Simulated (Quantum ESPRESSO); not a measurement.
TaAs under changes of volume

One of the cells (17.396 Å³/atom); the others are scaled copies at fixed shape and fractional positions:

```
Ta As
1.0
    -1.72181    1.72181    5.86794
     1.72181   -1.72181    5.86794
     1.72181    1.72181   -5.86794
Ta As
2 2
Direct
  0.49997 0.49997 0.00000
  0.24997 0.74997 0.50000
  0.08263 0.08263 0.00000
  0.83263 0.33263 0.50000
```

The cell is a database's computed one.

```yaml
Program: Quantum ESPRESSO 7.5
Functional: LDA
Potentials_or_basis: GBRV 1.5 LDA
Cutoff: 762 eV
Density_cutoff: 6095 eV
k_mesh: 11 × 11 × 11
Occupations: fermi-dirac, width 0.05 eV
Spin: no spin polarisation
```

| volume (Å³/atom) | energy over the lowest point (meV/atom) | pressure (GPa) | largest force (eV/Å) |
| --- | --- | --- | --- |
| 16.353 | 7.09 | 5.5 | 0.051 |
| 16.700 | 0.00 | 0.9 | 0.038 |
| 17.048 | 2.27 | -3.1 | 0.027 |
| 17.396 | ? | ? | ? |
| 17.744 | 30.96 | -10.0 | 0.008 |
| 18.092 | 55.70 | -12.9 | 0.001 |
| 18.440 | 86.39 | -15.5 | 0.008 |

Q: What does the run at 17.396 Å³/atom give?

A: Energy over the lowest point 12.88 meV/atom; pressure -6.7 GPa; largest force 0.017 eV/Å.

Worked out: A Birch-Murnaghan fit of order 3 (a polynomial in V^(-2/3)) to the other rows has its minimum at 16.79 Å³/atom with B0 = V·E''(V) = 202 GPa and B' = 4.5 at fixed shape and positions, which overstates the stiffness. It gives 12.88 meV/atom at 17.396 Å³/atom, against the run's 12.88, and -dE/dV = -6.7 GPa, against -6.7.

Energies are extrapolated to zero smearing.
